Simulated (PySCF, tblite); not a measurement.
**C2H9BrOSi4: geometry, infrared bands and NMR shifts**

What infrared bands and NMR shifts should C2H9BrOSi4 (`C#C[Si@@H]([SiH2]Br)[SiH2]O[SiH3]`) show?

Programs: tblite 0.8.0 and PySCF 2.14.0, with density-fitted response routines of our own. Each step states its level of theory. These are calculated values for one molecule in the gas phase, unless marked as measured. Atoms count from 0, in the outputs and in this text.

**1. Starting geometry**

17 atoms, charge 0, multiplicity 1; geometry from: force field or distance geometry start.

Bonds of the start (Å): C0–C1 1.21, C1–Si2 1.83, Si2–Si3 2.22, Si3–Br4 2.28, Si2–Si5 2.24, Si5–O6 1.74, O6–Si7 1.71, C0–H8 1.07, Si2–H9 1.47, Si3–H10 1.47, Si3–H11 1.45, Si5–H12 1.48, Si5–H13 1.45, Si7–H14 1.46, Si7–H15 1.48, Si7–H16 1.47.

**2. Relaxing the molecule with GFN2-xTB**

Job settings and geometry (Å):

```
{"job": {"kind": "relax", "xc": "GFN2-xTB", "basis": "xTB"}, "charge": 0, "multiplicity": 1}
C     -2.619600     2.479200    -0.565200
C     -1.839100     1.635600    -0.194600
Si    -0.659000     0.374200     0.409500
Si    -1.790700    -1.404200     1.098600
Br    -0.364000    -3.169400     0.910100
Si     0.499100    -0.331300    -1.378000
O      2.072500     0.399900    -1.427500
Si     2.895800     0.235500     0.057400
H     -3.328100     3.214500    -0.881900
H      0.197700     0.889000     1.482100
H     -2.150000    -1.253200     2.512500
H     -2.966300    -1.645200     0.286500
H      0.757500    -1.761700    -1.119400
H     -0.238500    -0.122700    -2.608000
H      2.326900     1.052300     1.123100
H      4.307800     0.597100    -0.169600
H      2.891100    -1.177500     0.454200
```

Command:

```sh
OMP_NUM_THREADS=1 python probes_run.py task.json out
```

One launch serves the whole session: the jobs run in the order shown.

The log of the run:

```text
step      E/eV     max force
  0    -652.10065    2.498
  1    -652.32067    1.561
  2    -652.40737    3.449
  3    -652.47329    2.564
  4    -652.55255    0.949
  5    -652.64167    0.563
  6    -652.75792    1.298
  7    -652.82760    1.155
  8    -652.88945    0.449
  9    -652.92087    0.401
 10    -652.94930    0.583
 11    -652.97875    0.558
 12    -653.01405    0.497
 13    -653.04966    0.402
 14    -653.07744    0.449
 15    -653.09359    0.341
 16    -653.10680    0.307
 17    -653.12516    0.339
 18    -653.14829    0.364
 19    -653.17032    0.498
 20    -653.18643    0.497
 21    -653.19967    0.353
 22    -653.20812    0.206
 23    -653.21414    0.244
 24    -653.22185    0.323
 25    -653.23016    0.275
 26    -653.23797    0.168
 27    -653.24353    0.147
 28    -653.24694    0.114
 29    -653.24946    0.132
 30    -653.25231    0.137
 31    -653.25616    0.165
 32    -653.26077    0.175
 33    -653.26499    0.133
 34    -653.26796    0.102
 35    -653.26967    0.118
 36    -653.27089    0.098
 37    -653.27228    0.107
 38    -653.27400    0.134
 39    -653.27550    0.138
 40    -653.27653    0.106
 41    -653.27714    0.070
 42    -653.27771    0.063
 43    -653.27842    0.091
 44    -653.27941    0.115
 45    -653.28046    0.098
 46    -653.28115    0.047
 47    -653.28149    0.036
 48    -653.28176    0.054
 49    -653.28221    0.081
 50    -653.28296    0.092
 51    -653.28390    0.070
 52    -653.28468    0.058
 53    -653.28514    0.047
 54    -653.28553    0.053
 55    -653.28612    0.061
 56    -653.28716    0.089
 57    -653.28871    0.122
 58    -653.29008    0.108
 59    -653.29086    0.069
 60    -653.29125    0.037
 61    -653.29149    0.033
 62    -653.29174    0.044
 63    -653.29206    0.058
 64    -653.29244    0.067
 65    -653.29278    0.045
 66    -653.29299    0.027
 67    -653.29308    0.023
 68    -653.29313    0.017
 69    -653.29320    0.019
 70    -653.29328    0.023
 71    -653.29339    0.033
 72    -653.29350    0.032
 73    -653.29356    0.018
 74    -653.29359    0.012
 75    -653.29361    0.014
 76    -653.29365    0.024
 77    -653.29372    0.031
 78    -653.29380    0.027
 79    -653.29386    0.018
 80    -653.29390    0.014
 81    -653.29392    0.013
 82    -653.29395    0.016
 83    -653.29399    0.025
 84    -653.29406    0.038
 85    -653.29415    0.044
 86    -653.29425    0.034
 87    -653.29433    0.019
 88    -653.29438    0.017
 89    -653.29443    0.023
 90    -653.29449    0.030
 91    -653.29461    0.036
 92    -653.29479    0.037
 93    -653.29498    0.034
 94    -653.29513    0.035
 95    -653.29524    0.039
 96    -653.29536    0.039
 97    -653.29559    0.043
 98    -653.29593    0.050
 99    -653.29628    0.040
100    -653.29648    0.025
101    -653.29655    0.021
102    -653.29659    0.024
103    -653.29666    0.032
104    -653.29687    0.041
105    -653.29699    0.051
106    -653.29709    0.030
107    -653.29714    0.017
108    -653.29715    0.011
109    -653.29717    0.010
110    -653.29719    0.019
111    -653.29722    0.019
112    -653.29725    0.013
113    -653.29727    0.013
114    -653.29730    0.011
115    -653.29734    0.021
116    -653.29741    0.035
117    -653.29752    0.043
118    -653.29762    0.032
119    -653.29770    0.016
120    -653.29776    0.018
121    -653.29785    0.030
122    -653.29802    0.043
123    -653.29827    0.040
124    -653.29858    0.048
125    -653.29892    0.047
126    -653.29921    0.041
127    -653.29832    0.182
128    -653.29944    0.039
129    -653.29951    0.023
130    -653.29972    0.028
131    -653.29988    0.033
132    -653.30024    0.028
133    -653.30056    0.032
134    -653.30086    0.059
135    -653.30085    0.091
136    -653.30114    0.054
137    -653.30132    0.062
138    -653.30148    0.032
139    -653.30197    0.032
140    -653.30219    0.035
141    -653.30246    0.044
142    -653.30267    0.026
143    -653.30286    0.035
144    -653.30307    0.044
145    -653.30343    0.041
146    -653.30385    0.048
147    -653.30427    0.062
148    -653.30448    0.109
149    -653.30503    0.078
150    -653.30561    0.055
151    -653.30669    0.102
152    -653.30756    0.067
153    -653.30856    0.066
154    -653.30934    0.105
155    -653.30957    0.106
156    -653.30727    0.352
157    -653.31066    0.065
158    -653.31125    0.109
159    -653.31171    0.067
160    -653.31290    0.105
161    -653.31450    0.097
162    -653.31520    0.121
163    -653.31637    0.079
164    -653.31749    0.071
165    -653.31855    0.099
166    -653.31919    0.062
167    -653.31979    0.142
168    -653.32030    0.061
169    -653.32079    0.062
170    -653.32151    0.077
171    -653.32191    0.069
172    -653.32222    0.039
173    -653.32235    0.028
174    -653.32248    0.026
175    -653.32263    0.032
176    -653.32279    0.045
177    -653.32298    0.039
178    -653.32321    0.039
179    -653.32345    0.044
180    -653.32367    0.029
181    -653.32383    0.034
182    -653.32393    0.026
183    -653.32399    0.016
184    -653.32405    0.013
185    -653.32410    0.015
186    -653.32416    0.018
187    -653.32421    0.021
188    -653.32426    0.020
189    -653.32431    0.017
190    -653.32436    0.016
191    -653.32442    0.016
192    -653.32448    0.016
193    -653.32453    0.015
194    -653.32457    0.016
195    -653.32460    0.015
196    -653.32463    0.011
197    -653.32465    0.009
```

Run time: 2.6 s. Hardware: 1 thread of Arm Neoverse V1, shared host.

Relaxation path: (not every step is listed)

```csv
step,energy from step 0 (eV),largest force (eV/Å)
0,0.0000,2.4975
1,-0.2200,1.5606
2,-0.3067,3.4494
3,-0.3726,2.5636
4,-0.4519,0.9495
5,-0.5410,0.5632
6,-0.6573,1.2977
7,-0.7269,1.1549
8,-0.7888,0.4490
26,-1.1373,0.1678
44,-1.1788,0.1147
62,-1.1911,0.0442
80,-1.1933,0.0140
98,-1.1953,0.0501
116,-1.1968,0.0346
134,-1.2002,0.0592
152,-1.2069,0.0672
170,-1.2209,0.0766
188,-1.2236,0.0203
192,-1.2238,0.0162
193,-1.2239,0.0154
194,-1.2239,0.0164
195,-1.2240,0.0149
196,-1.2240,0.0108
197,-1.2240,0.0087
```

Distances of close pairs at the start and the end, largest changes first:

```csv
bond,before (Å),after (Å),change (Å)
Si5–O6,1.736,1.616,-0.120
Si2–Si3,2.218,2.335,+0.117
O6–Si7,1.706,1.625,-0.081
Si2–Si5,2.244,2.316,+0.072
Si3–Br4,2.277,2.247,-0.030
C1–Si2,1.830,1.855,+0.025
Si2–H9,1.466,1.483,+0.017
C0–H8,1.069,1.053,-0.016
```

The final coordinates are the input of the step that follows.

**3. Infrared spectrum with GFN2-xTB**

Job settings and geometry (Å):

```
{"job": {"kind": "ir", "xc": "GFN2-xTB", "basis": "xTB"}, "charge": 0, "multiplicity": 1}
C     -3.497403     1.880270    -0.824123
C     -2.493848     1.419639    -0.347070
Si    -0.940725     0.685388     0.352221
Si    -1.770848    -1.296410     1.265320
Br    -0.095747    -2.706111     1.772544
Si     0.694952     0.559908    -1.281902
O      2.024813     0.142730    -0.464927
Si     3.418856    -0.513321     0.051962
H     -4.376313     2.288382    -1.235352
H     -0.622517     1.563512     1.503822
H     -2.483899    -1.244259     2.542374
H     -2.578509    -2.133066     0.376604
H      0.425098    -0.485125    -2.276992
H      1.003475     1.816794    -1.969264
H      4.159694     0.623498     0.596691
H      4.087404    -1.081962    -1.116516
H      3.038518    -1.507835     1.044699
```

The log of the run:

```text
mode    cm-1     km/mol
  1     -11.2      3.17
  2      16.0      0.95
  3      28.2      0.24
  4      39.8      0.18
  5      47.8      0.78
  6      54.0      7.65
  7      69.9      2.12
  8      88.8      4.86
  9     105.6      4.61
 10     154.8      2.71
 11     234.3     14.14
 12     250.9     34.35
 13     335.9     11.27
 14     353.4     27.29
 15     398.2      8.50
 16     433.1     13.85
 17     497.6      4.30
 18     554.1      3.24
 19     575.6    332.87
 20     591.6    101.19
 21     603.0    168.90
 22     612.0     28.21
 23     617.8     92.72
 24     618.1     61.85
 25     670.3    120.14
 26     672.2    127.96
 27     685.2    218.80
 28     694.9    140.15
 29     740.9    338.11
 30     764.3    178.95
 31     777.5    293.16
 32     792.5    408.83
 33     810.7    255.63
 34     824.3    261.30
 35    1103.3    554.68
 36    2078.6    210.58
 37    2183.9    314.78
 38    2196.0     22.47
 39    2216.1    212.64
 40    2234.8    365.44
 41    2257.4    164.23
 42    2259.2    413.43
 43    2273.3    286.93
 44    2325.8    179.00
 45    3348.0      1.14
```

Run time: 1.2 s. Hardware: 1 thread of Arm Neoverse V1, shared host.

Which atoms move in the most intense modes:

```csv
cm⁻¹,km/mol,atoms
576,332.9,H9 63 %
741,338.1,"H12 25 %, H13 25 %, Si5 12 %, H11 11 %"
778,293.2,"H15 57 %, H14 27 %"
792,408.8,"H12 42 %, H13 39 %"
1103,554.7,"O6 79 %, Si5 10 %"
2184,314.8,"H12 80 %, H13 15 %"
2235,365.4,"H10 49 %, H11 45 %"
2259,413.4,"H14 63 %, H15 30 %"
```

**4. NMR shieldings: PBE0/pcSseg-1**

Same as in step 3 but for these lines:

```diff
@@ -1,2 +1,2 @@
-{"job": {"kind": "ir", "xc": "GFN2-xTB", "basis": "xTB"}, "charge": 0, "multiplicity": 1}
+{"job": {"kind": "nmr", "xc": "PBE0", "basis": "pcSseg-1"}, "charge": 0, "multiplicity": 1}
 C     -3.497403     1.880270    -0.824123
```

With the program's defaults for keys left out, this is: GIAO PBE0/pcSseg-1 NMR shielding, non-relativistic, gas phase.

The log of the run:

```text
coarse grid: 70768 points
cycle   1  E = -3887.5775229745  dE = -5.591e-01  |g| = 1.070e+00  |ddm| = 3.996e+00
cycle   2  E = -3887.3703589382  dE =  2.072e-01  |g| = 1.365e+00  |ddm| = 2.064e+00
cycle   3  E = -3887.7069826003  dE = -3.366e-01  |g| = 2.918e-01  |ddm| = 1.570e+00
cycle   4  E = -3887.7204727223  dE = -1.349e-02  |g| = 5.963e-02  |ddm| = 2.559e-01
cycle   5  E = -3887.7212358749  dE = -7.632e-04  |g| = 2.012e-02  |ddm| = 9.050e-02
cycle   6  E = -3887.7213358793  dE = -1.000e-04  |g| = 7.254e-03  |ddm| = 2.551e-02
cycle   7  E = -3887.7213454475  dE = -9.568e-06  |g| = 3.557e-03  |ddm| = 6.991e-03
cycle   8  E = -3887.7213486938  dE = -3.246e-06  |g| = 3.778e-04  |ddm| = 2.873e-03
final grid: 142752 points
cycle   9  E = -3887.7213656918  dE = -3.728e-08  |g| = 4.980e-04  |ddm| = 2.609e-03
cycle  10  E = -3887.7213656489  dE =  4.295e-08  |g| = 6.680e-04  |ddm| = 1.298e-03
cycle  11  E = -3887.7213657317  dE = -8.279e-08  |g| = 1.563e-04  |ddm| = 7.450e-04
cycle  12  E = -3887.7213657377  dE = -6.053e-09  |g| = 9.971e-06  |ddm| = 1.075e-04
cycle  13  E = -3887.7213657378  dE = -3.092e-11  |g| = 5.361e-06  |ddm| = 1.679e-05
converged SCF energy = -3887.7213657378

GIAO shielding tensors (ppm)
atom      isotropic    diamagn.    paramagn.     s11        s22        s33       span
  0 C       78.518     259.540    -181.022     -6.333     -4.037    245.925    252.258
  1 C      106.114     262.215    -156.100     11.192     14.587    292.564    281.371
  2 Si     463.322     881.392    -418.070    453.320    454.802    481.845     28.525
  3 Si     384.684     877.233    -492.549    342.823    376.769    434.461     91.638
  4 Br    2851.620    3126.495    -274.875   2745.197   2843.450   2966.213    221.015
  5 Si     382.384     879.068    -496.684    334.304    352.500    460.347    126.043
  6 O      344.521     398.265     -53.744    244.625    394.031    394.908    150.283
  7 Si     388.949     880.098    -491.149    354.616    356.647    455.584    100.969
  8 H       29.796      32.858      -3.062     24.515     24.711     40.162     15.647
  9 H       27.088      29.194      -2.106     23.667     25.866     31.731      8.064
 10 H       26.013      27.057      -1.044     20.789     25.117     32.133     11.343
 11 H       26.161      27.911      -1.750     21.188     25.450     31.845     10.656
 12 H       25.992      29.426      -3.433     23.388     24.798     29.791      6.403
 13 H       25.987      28.438      -2.451     21.998     25.145     30.819      8.822
 14 H       26.642      28.497      -1.855     22.999     24.849     32.078      9.079
 15 H       26.668      28.180      -1.512     23.346     24.704     31.954      8.608
 16 H       26.522      30.127      -3.606     21.390     28.102     30.073      8.683
```

Wall time 1.8 min (1 thread of Arm Neoverse V1, shared host); peak memory 1.1 GiB.

Shifts follow as δ = σ(reference) − σ, with reference shieldings (ppm) from runs at the same level and on the same kind of geometry: 1H TMS 31.72, 13C TMS 186.9, 29Si TMS 349.2, 17O H2O 336.1, 79Br HBr 2622. The references are single molecules in the gas phase, so shifts against H2O, NH3, PH3, H3PO4 or CFCl3 are not on the usual liquid scales and can be off by tens of ppm. Atoms listed in one row are averaged.

```csv
atoms,environment,σ (ppm),δ (ppm),δ scaled to CDCl3
C0,terminal alkyne carbon,78.5,108.4,103.9
C1,alkyne carbon,106.1,80.8,77.0
H13,"hydrogen on a silicon bonded to O, Si",25.99,5.73,–
H12,"hydrogen on a silicon bonded to O, Si",25.99,5.72,–
H10,"hydrogen on a silicon bonded to Br, Si",26.01,5.70,–
H11,"hydrogen on a silicon bonded to Br, Si",26.16,5.56,–
"H14, H15, H16",hydrogen on a silicon bonded to O,26.61,5.11,–
H9,"hydrogen on a silicon bonded to C, 2 Si",27.09,4.63,–
H8,hydrogen on a terminal alkyne carbon,29.80,1.92,1.92
Si5,"silicon bonded to O, Si, 2 H",382.4,-33.2,–
Si3,"silicon bonded to Br, Si, 2 H",384.7,-35.5,–
Si7,"silicon bonded to O, 3 H",388.9,-39.8,–
Si2,"silicon bonded to C, 2 Si, H",463.3,-114.2,–
Br4,bromine bonded to Si,2852,-230,–
O6,oxygen bonded to 2 Si,344.5,-8.4,–
```

The scaled column applies a straight-line fit of computed shieldings to shifts measured in CDCl3, with any fitted terms for Cl, Br or S neighbours (root-mean-square error 0.16 ppm for H, 1.9 ppm for C).

Charges from the same density, by scheme (e):

```csv
atoms,Mulliken,IAO,Hirshfeld,ESP fit
C0,-0.22,-0.19,-0.09,-0.37
C1,-0.17,-0.32,-0.16,-0.06
Si2,0.11,0.30,0.20,0.09
Si3,0.49,0.45,0.24,0.19
Br4,-0.39,-0.29,-0.13,-0.21
Si5,0.72,0.79,0.34,0.41
O6,-0.72,-0.90,-0.30,-0.36
Si7,0.74,0.89,0.39,0.51
```

Mayer bond orders: C0–C1 2.58, C1–Si2 0.85, Si2–Si3 0.87, Si3–Br4 0.88, Si2–Si5 0.87, Si5–O6 0.94, O6–Si7 0.90.

**5. Results**

| quantity | value |
| --- | --- |
| strongest single infrared mode (GFN2-xTB) | 1103 cm⁻¹, 555 km/mol |
| zero-point energy (GFN2-xTB) | 56.0 kcal/mol |
| 13C shifts against TMS (PBE0/pcSseg-1) | 108.4, 80.8 ppm |
| 1H shifts against TMS (PBE0/pcSseg-1, means over atoms taken as alike) | 5.73, 5.72, 5.70, 5.56, 5.11, 4.63, 1.92 ppm |
| 29Si shifts against TMS (PBE0/pcSseg-1) | -33.2, -35.5, -39.8, -114.2 ppm |
| 79Br shifts against HBr (PBE0/pcSseg-1) | -230 ppm |
| 17O shifts against H2O (PBE0/pcSseg-1) | -8.4 ppm |

What this shows: Over 197 steps the energy fell by 1.224 eV; of the close pairs, Si5–O6 changed most, 1.736 to 1.616 Å. The lowest mode is slightly imaginary (11i cm⁻¹), a soft motion within the noise of the Hessian, so the minimum is not strictly shown. The strongest single mode, at 1103 cm⁻¹, moves mainly O6. GFN2-xTB is a fitted tight-binding method: band positions and strengths are rough. Its intensities can rank the bands wrongly. At PBE0/pcSseg-1: Shielding is most anisotropic at C1 (span 281 ppm, paramagnetic term -156 ppm). Spin-orbit coupling is left out, which matters for shieldings and couplings at and beside the heavy atoms.
